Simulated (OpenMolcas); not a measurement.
# Fe³⁺ among point charges: CASSCF and CASPT2 levels and susceptibility

How does a field of 6 point charges split the states of Fe³⁺, and what χT follows?

The numbers are computed with OpenMolcas 26.06 (state-averaged CASSCF and CASPT2, spin-orbit coupling by RASSI with atomic mean-field integrals), except any that are marked as measured or tabulated.

### 1 The atom as given

```
Species                           : Fe³⁺ (iron, Z = 26, 23 electrons)
Basis                             : ANO-RCC-VDZP [5s4p2d1f], 34 functions
Scalar Hamiltonian                : DKH2, point nucleus
Inactive shells                   : 1s 2s 2p 3s 3p
Active space                      : 5 electrons in 5 orbitals (3d)
Some configurations of this space : 3d5
Orbitals                          : optimised for each spin and parity, averaged over all roots
```

Outer shells as boxes (Hund's rule):

3d5
```
3d [↑ ][↑ ][↑ ][↑ ][↑ ]
```

The ion sits among 6 point charges of -1.5 e arranged as a trigonal prism (D3h), 2.36 Å from the ion, with a polar angle of 52.5° against the regular 49.1°.

The work runs as a chain of OpenMolcas steps in one folder; each step below is one input file. Labels, J, g values, rates, χT and fits are worked out afterwards by a script from the matrices that RASSI stores.

### 2 One- and two-electron integrals

Input file a.inp:

```
&GATEWAY
Coord
1

Fe 0.0 0.0 0.0
Basis=ANO-RCC-VDZP
Group=NoSym
NoMove
AngMom=0.0 0.0 0.0
AMFI
XField
6 Angstrom 0
1.873241 0.000000 1.435468 -1.500000
-0.936621 1.622275 1.435468 -1.500000
-0.936621 -1.622275 1.435468 -1.500000
1.873241 0.000000 -1.435468 -1.500000
-0.936621 1.622275 -1.435468 -1.500000
-0.936621 -1.622275 -1.435468 -1.500000
&SEWARD
```

Launch:

```console
OMP_NUM_THREADS=1 MOLCAS_MEM=1689 MOLCAS_PROJECT=a pymolcas a.inp > a.log
```

### 3 CASSCF: sextets, 1 root

Input file a.inp:

```
&RASSCF
FileOrb=start.orb
Symmetry=1
Spin=6
nActEl=5 0 0
Inactive=9
Ras2=5
CIRoot=1 1 1
SDav=1
CIMx=300
Iter=120 100
PrWF=0.3
OrbListing=Nothing
MaxOrb=0
>>> COPY $Project.JobIph JOB001
```

start.orb holds the contracted functions of the basis, ordered by shell, or the orbitals of the step before.

### 4 Reference wave functions, quartets, 24 roots

Input file a.inp:

```
&RASSCF
FileOrb=start.orb
Symmetry=1
Spin=4
nActEl=5 0 0
Inactive=9
Ras2=5
CIRoot=24 24 1
SDav=24
CIMx=300
Iter=120 100
PrWF=0.3
OrbListing=Nothing
MaxOrb=0
>>> COPY $Project.JobIph JOB002
```

### 5 Reference wave functions, doublets, 75 roots

Input file a.inp:

```
&RASSCF
FileOrb=start.orb
Symmetry=1
Spin=2
nActEl=5 0 0
Inactive=9
Ras2=5
CIRoot=75 75 1
SDav=75
CIMx=300
Iter=120 100
PrWF=0.3
OrbListing=Nothing
MaxOrb=0
>>> COPY $Project.JobIph JOB003
```

### 6 State interaction with spin-orbit coupling

Input file a.inp:

```
&RASSI
NrOfJobIphs=3 1 24 75
1
1 2 3 4 5 6 7 8 9 10 11 12 13 14 15 16 17 18 19 20 21 22 23 24
1 2 3 4 5 6 7 8 9 10 11 12 13 14 15 16 17 18 19 20 21 22 23 24 25 26 27
28 29 30 31 32 33 34 35 36 37 38 39 40 41 42 43 44 45 46 47 48 49 50 51
52 53 54 55 56 57 58 59 60 61 62 63 64 65 66 67 68 69 70 71 72 73 74 75
IphNames
JOB001
JOB002
JOB003
EJob
SpinOrbit
DIPRint=1.0
SOCoupling=1000.0
Subsets=2
Property=9
'ANGMOM' 1 'ANGMOM' 2 'ANGMOM' 3 'MLTPL  1' 1 'MLTPL  1' 2 'MLTPL  1' 3
'AMFI' 1 'AMFI' 2 'AMFI' 3
SOProperty=3
'ANGMOM' 1 'ANGMOM' 2 'ANGMOM' 3
```

### 7 CASPT2: IPEA 0.25, imaginary shift 0.1 (closed shells correlated: 3s 3p)

Input file a.inp:

```
>>> COPY JOB001 $Project.JobIph
&CASPT2
Multistate=1 1
Frozen=5
IPEA=0.25
Imaginary=0.1
MaxIter=60
WThr=0.0 0.3 0.05
PrWF=0.5
NoMix
>>> COPY JOB002 $Project.JobIph
&CASPT2
Multistate=24 1 2 3 4 5 6 7 8 9 10 11 12 13 14 15 16 17 18 19 20 21 22
23 24
NoMult
Frozen=5
IPEA=0.25
Imaginary=0.1
MaxIter=60
WThr=0.0 0.3 0.05
PrWF=0.5
NoMix
>>> COPY JOB003 $Project.JobIph
&CASPT2
Multistate=75 1 2 3 4 5 6 7 8 9 10 11 12 13 14 15 16 17 18 19 20 21 22
23 24 25 26 27 28 29 30 31 32 33 34 35 36 37 38 39 40 41 42 43 44 45 46
47 48 49 50 51 52 53 54 55 56 57 58 59 60 61 62 63 64 65 66 67 68 69 70
71 72 73 74 75
NoMult
Frozen=5
IPEA=0.25
Imaginary=0.1
MaxIter=60
WThr=0.0 0.3 0.05
PrWF=0.5
NoMix
```

(Steps that only read results are left out.)

**Question.** What will these runs give? Wanted: spin-free ground state; lowest level; next level.

**Answer**, as computed:

| quantity | value |
| --- | --- |
| method | SS-CASPT2, IPEA 0.25, imaginary shift 0.1 (closed shells correlated: 3s 3p) |
| spin-free ground state | 6A1, 1-fold in its orbital part |
| lowest level | 6-fold |
| next level | 34585.9 cm⁻¹ |
| χT at 300 K | 4.39 cm³ K/mol |
| effective moment at 300 K | 5.92 μB |

Cost by method:

```tsv
method	time of its own steps	time with the reference
A. CASSCF	25 s	25 s
B. SS-CASPT2, IPEA 0.25, imaginary shift 0.1, +3s 3p	9.2 s	34 s
```

Times are of one thread on a shared host.

In words: The spin-free ground state (6A1) comes to 100 % from free-ion S terms and keeps the highest spin of the shell. χT at 300 K is 4.39, against 4.39 cm³ K/mol for the spin alone, as a half-filled shell (L = 0) has no orbital moment. An active space of the d shell alone favours high spin; real ions in strong fields can be low spin. CASPT2 does not keep the components of a term degenerate, and the means are used. The field of point charges can differ much from that of real complexes. With metal d orbitals alone active, the gaps between spin states are rough; where two lie within a few thousand cm-1, their order is open. Point charges carry no covalency, so the field is a model and not that of real ligands.
